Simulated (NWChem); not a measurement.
# CH5InO2 (SMILES [CH3][In]([OH])[OH]): levels of theory compared

Aim: a comparison of 4 runs (HF/STO-3G, HF/3-21G, B3LYP/def2-SVP, M06-2X/def2-SVP) of CH5InO2. 

Program for the calculation: NWChem 7.3.0.

1 further run of the same task is left out (it didn't finish).

## 1. Starting point

CH5InO2 has 9 atoms, charge 0, and is taken as a singlet. As SMILES, `[CH3][In]([OH])[OH]`. The coordinates come from a PBE0-D4/def2-TZVP relaxation. This is one conformer, not always the lowest.

Bond lengths: C1–In2 2.127 Å, In2–O3 1.981 Å, In2–O4 1.993 Å, C1–H5 1.090 Å, C1–H6 1.090 Å, C1–H7 1.089 Å, O3–H8 0.961 Å, O4–H9 0.959 Å. Some angles: C1–In2–O3 124.7°, C1–In2–O4 129.1°, O3–In2–O4 106.2°, In2–C1–H5 109.8°, In2–C1–H6 109.5°, In2–C1–H7 109.4°, In2–O3–H8 111.0°, In2–O4–H9 114.4°, H5–C1–H6 109.0°, H5–C1–H7 109.7°.

## 2. Energy and forces at HF/STO-3G (run 1)

m1.xyz

```xyz
9
CH5InO2 hf
C     -0.086600     0.920200    -1.366200
In     0.122900    -0.336100     0.337800
O      1.440800    -1.806000     0.500900
O     -0.898600    -0.312900     2.048600
H     -1.126400     0.929200    -1.692800
H      0.212100     1.936300    -1.107700
H      0.547500     0.548900    -2.169800
H      1.365500    -2.243400     1.353100
H     -1.577100     0.363700     2.096100
```

run.py

```python
from ase.io import read
from ase.calculators.nwchem import NWChem

system = read('m1.xyz')

calc = NWChem(
    label='m1',
    theory='scf',
    memory='2200 mb',
    basis='STO-3G',
    basispar='spherical bse',
    scf={'nopen': '0', 'rhf': None, 'thresh': '1e-08', 'maxiter': '80'},
)
system.calc = calc

forces = system.get_forces()
print("Total energy (eV):", round(system.get_potential_energy(), 6))
print("forces (eV/A):")
for s, f in zip(system.symbols, forces):
    print(f"{s:2s} {f[0]:10.5f} {f[1]:10.5f} {f[2]:10.5f}")
print("dipole (e A):", system.get_dipole_moment().round(4))
```

Command:

```sh
$ export ASE_NWCHEM_COMMAND="nwchem PREFIX.nwi > PREFIX.nwo"
$ python run.py
```

Standard output:

```text
Total energy (eV): -159755.151564
forces (eV/A):
C     0.12388   -0.78151    1.10732
In   -0.06263   -0.81525    1.45972
O    -0.71405    1.95980   -2.00973
O     2.30283   -1.50440   -1.46579
H     0.47319    0.19134   -0.14835
H    -0.16285   -0.28267   -0.41395
H    -0.35168    0.41662    0.05523
H    -0.36607   -0.61300    1.64134
H    -1.24261    1.42907   -0.22579
dipole (e A): [-0.2332  0.307  -0.1047]
```

The calculator wrote m1.nwi:

```
title "m1"

permanent_dir m1

scratch_dir m1

start m1

geometry units angstrom nocenter noautosym noautoz
  C  -8.6599999999999996e-02 9.2020000000000002e-01 -1.3662000000000001e+00
  In 1.2290000000000000e-01 -3.3610000000000001e-01 3.3779999999999999e-01
  O  1.4408000000000001e+00 -1.8060000000000000e+00 5.0090000000000001e-01
  O  -8.9859999999999995e-01 -3.1290000000000001e-01 2.0486000000000000e+00
  H  -1.1264000000000001e+00 9.2920000000000003e-01 -1.6928000000000001e+00
  H  2.1210000000000001e-01 1.9362999999999999e+00 -1.1076999999999999e+00
  H  5.4749999999999999e-01 5.4890000000000005e-01 -2.1698000000000000e+00
  H  1.3654999999999999e+00 -2.2433999999999998e+00 1.3531000000000000e+00
  H  -1.5770999999999999e+00 3.6370000000000002e-01 2.0960999999999999e+00
end

memory 2200 mb

basis spherical bse noprint
   * library STO-3G
end

scf
  nopen 0
  rhf
  thresh 1e-08
  maxiter 80
end

task scf gradient
```

m1.nwo:

```text
Northwest Computational Chemistry Package (NWChem) 7.3.0
             --------------------------------------------------------

           Job information
           ---------------

    nwchem branch   = 7.3.0
    use scalapack   = T
    input           = m1.nwi
    prefix          = m1.
    data base       = m1/m1.db
    status          = startup
    nproc           =        1

           Memory information
           ------------------

[... 5 lines left out ...]
    hardfail = no
[... 134 lines left out ...]
         Quadratically convergent ROHF
[... 14 lines left out ...]
       Final RHF  results
[... 4 lines left out ...]
      Two-electron energy =   2644.420458226240
[... 56 lines left out ...]
                       ROHF Final Molecular Orbital Analysis
[... 256 lines left out ...]
                 ----------------------------------------
                 |  Time  |  1-e(secs)   |  2-e(secs)   |
                 ----------------------------------------
                 |  CPU   |       0.01   |       4.66   |
                 ----------------------------------------
                 |  WALL  |       0.01   |       4.66   |
                 ----------------------------------------

 Task  times  cpu:       19.3s     wall:       19.3s
 Total times  cpu:       19.4s     wall:       19.4s
```

Wall time 21 s (1 thread of AMD EPYC 7R43 (Zen 3), shared host); peak memory 0.096 GiB.

## 3. Energy and forces at HF/3-21G (run 2)

ch5ino2.xyz

```xyz
9

C     -0.086600     0.920200    -1.366200
In     0.122900    -0.336100     0.337800
O      1.440800    -1.806000     0.500900
O     -0.898600    -0.312900     2.048600
H     -1.126400     0.929200    -1.692800
H      0.212100     1.936300    -1.107700
H      0.547500     0.548900    -2.169800
H      1.365500    -2.243400     1.353100
H     -1.577100     0.363700     2.096100
```

ch5ino2.nw

```
start ch5ino2
memory stack 880 mb heap 220 mb global 1100 mb
geometry units angstrom noautosym nocenter noautoz
 load ch5ino2.xyz
end
basis spherical bse
 C library 3-21G
 In library 3-21G
 O library 3-21G
 H library 3-21G
end
scf
 thresh 1e-08
 maxiter 80
 print low
end
task scf gradient
```

Command:

```sh
$ nwchem ch5ino2.nw > ch5ino2.out
```

Standard output:

```text
[...]
  functions       =    68
[...]
  wavefunction    = RHF
[...]
         Total SCF energy =  -5904.225794508308
      One-electron energy =  -8924.033896588140
      Two-electron energy =   2634.490273971033
 Nuclear repulsion energy =    385.317828108799
        Time for solution =     12.3s
[...]
                         RHF ENERGY GRADIENTS
    atom               coordinates                        gradient
                 x          y          z           x          y          z
   1 C      -0.163650   1.738926  -2.581744    0.002594  -0.006075   0.004905
   2 In      0.232247  -0.635137   0.638349   -0.006578   0.018015  -0.018083
   3 O       2.722717  -3.412845   0.946564    0.012010  -0.014436   0.003187
   4 O      -1.698108  -0.591295   3.871293   -0.010625  -0.000806   0.019461
   5 H      -2.128587   1.755933  -3.198928   -0.004908  -0.002120   0.002059
   6 H       0.400811   3.659076  -2.093249    0.001519   0.002689   0.004584
   7 H       1.034625   1.037271  -4.100327    0.003317  -0.003149  -0.001834
   8 H       2.580421  -4.239411   2.556988   -0.005974   0.009637  -0.005668
   9 H      -2.980287   0.687293   3.961055    0.008644  -0.003755  -0.008611
 Task  times  cpu:       16.8s     wall:       16.8s
[...]
```

Wall time 18 s (1 thread of AMD EPYC 7R43 (Zen 3), shared host); peak memory 0.098 GiB.

Run 3 isn't shown in full; the table further down has it.

## 4. Energy and gradient at M06-2X/def2-SVP (core potential) (run 4)

test.xyz

```xyz
9

C     -0.086600     0.920200    -1.366200
In     0.122900    -0.336100     0.337800
O      1.440800    -1.806000     0.500900
O     -0.898600    -0.312900     2.048600
H     -1.126400     0.929200    -1.692800
H      0.212100     1.936300    -1.107700
H      0.547500     0.548900    -2.169800
H      1.365500    -2.243400     1.353100
H     -1.577100     0.363700     2.096100
```

run.py

```python
from ase.io import read
from ase.calculators.nwchem import NWChem

system = read('test.xyz')

calc = NWChem(
    label='test',
    theory='dft',
    memory='2200 mb',
    basis='def2-SVP',
    basispar='spherical bse',
    dft={'xc': 'm06-2x', 'mult': '1', 'grid': 'fine', 'convergence': 'energy 1e-08', 'iterations': '100', 'mulliken': None},
    **{'ecp bse': {'In library': 'def2-SVP'}},
)
system.calc = calc

forces = system.get_forces()
print(f"energy = {system.get_potential_energy():.6f} eV")
print("forces (eV/A):")
for s, f in zip(system.symbols, forces):
    print(f"{s:2s} {f[0]:10.5f} {f[1]:10.5f} {f[2]:10.5f}")
print("dipole (e A):", system.get_dipole_moment().round(4))
```

Command:

```sh
$ export ASE_NWCHEM_COMMAND="nwchem PREFIX.nwi > PREFIX.nwo"
$ python run.py
```

Standard output:

```text
energy = -10378.636454 eV
forces (eV/A):
C    -0.01697    0.00859    0.00751
In   -0.00021    0.02206   -0.03882
O     0.21757   -0.16753   -0.09698
O    -0.08089   -0.01291    0.16239
H    -0.23037    0.02216   -0.11436
H     0.07071    0.24796    0.02407
H     0.13941   -0.06597   -0.20471
H     0.06222   -0.14666    0.13663
H    -0.16147    0.09225    0.12429
dipole (e A): [-0.3175  0.4885 -0.2556]
```

The calculator wrote test.nwi:

```
title "test"

permanent_dir test

scratch_dir test

start test

geometry units angstrom nocenter noautosym noautoz
  C  -8.6599999999999996e-02 9.2020000000000002e-01 -1.3662000000000001e+00
  In 1.2290000000000000e-01 -3.3610000000000001e-01 3.3779999999999999e-01
  O  1.4408000000000001e+00 -1.8060000000000000e+00 5.0090000000000001e-01
  O  -8.9859999999999995e-01 -3.1290000000000001e-01 2.0486000000000000e+00
  H  -1.1264000000000001e+00 9.2920000000000003e-01 -1.6928000000000001e+00
  H  2.1210000000000001e-01 1.9362999999999999e+00 -1.1076999999999999e+00
  H  5.4749999999999999e-01 5.4890000000000005e-01 -2.1698000000000000e+00
  H  1.3654999999999999e+00 -2.2433999999999998e+00 1.3531000000000000e+00
  H  -1.5770999999999999e+00 3.6370000000000002e-01 2.0960999999999999e+00
end

memory 2200 mb

basis spherical bse noprint
   * library def2-SVP
end

dft
  xc m06-2x
  mult 1
  grid fine
  convergence energy 1e-08
  iterations 100
  mulliken
end
ecp bse
  In library def2-SVP
end

task dft gradient
```

test.nwo:

```text
Northwest Computational Chemistry Package (NWChem) 7.3.0
             --------------------------------------------------------

           Job information
           ---------------

    nwchem branch   = 7.3.0
    use scalapack   = T
    input           = test.nwi
    prefix          = test.
    data base       = test/test.db
    status          = startup
    nproc           =        1

           Memory information
           ------------------

[... 5 lines left out ...]
    hardfail = no
[... 109 lines left out ...]
  convergence criterion.
[... 41 lines left out ...]
          Spatial weights used:  Erf1
[... 32 lines left out ...]
 1-e energy   =    -983.340627
[... 43 lines left out ...]
           Coulomb energy =      451.329686988601
[... 729 lines left out ...]
          Convergence on density requested:  1.00D-05
[... 27 lines left out ...]
          total energy or number of iterations.
[... 36 lines left out ...]
                 ----------------------------------------
                 |  Time  |  1-e(secs)   |  2-e(secs)   |
                 ----------------------------------------
                 |  CPU   |       0.11   |       8.95   |
                 ----------------------------------------
                 |  WALL  |       0.11   |       8.95   |
                 ----------------------------------------

 Task  times  cpu:       51.4s     wall:       51.4s
 Total times  cpu:       51.5s     wall:       51.5s
```

It took 54 s on 1 thread of AMD EPYC 7R43 (Zen 3), shared host; peak memory 0.12 GiB.

## 5. The series

```
run                             level  iteration cap  module   energy (Eh)  dipole moment (D)  HOMO energy (eV)  LUMO energy (eV)  wall time
  1                         HF/STO-3G             80     scf  -5870.893582               1.92             -7.75              6.76       21 s
  2                          HF/3-21G             80     scf  -5904.225795                  –                 –                 –       18 s
  3   B3LYP/def2-SVP (core potential)            100     dft   -381.628362               2.90             -7.37             -0.96       63 s
  4  M06-2X/def2-SVP (core potential)            100     dft   -381.407858               3.06             -9.37              0.07       54 s
```

## 6. Results

| quantity | value |
| --- | --- |
| run 4: total energy | -381.40786 Eh |
| run 4: dipole moment | 3.06 D |
| run 4: HOMO energy | -9.37 eV |
| run 4: LUMO energy | 0.07 eV |
| run 4: HOMO–LUMO gap | 9.44 eV |
| run 4: largest force on an atom | 0.291 eV/Å |

**Reading.** Over runs 1, 3, 4 the dipole moment (its size) runs from 1.92 D (HF/STO-3G) to 3.06 D (M06-2X/def2-SVP). The two ends differ in method and basis and core potential. Over runs 1, 3, 4 the HOMO–LUMO gap runs from 6.41 eV (B3LYP/def2-SVP) to 14.51 eV (HF/STO-3G). Totals of different functionals can't be ranked against each other. Some runs of one species differ in core potentials or relativity; totals across that change don't compare. In run 1 the basis is minimal, so the values are rough. In runs 1, 2 relativity is left out where basis or elements ask for it. All runs together took 2.6 min, the longest 63 s.
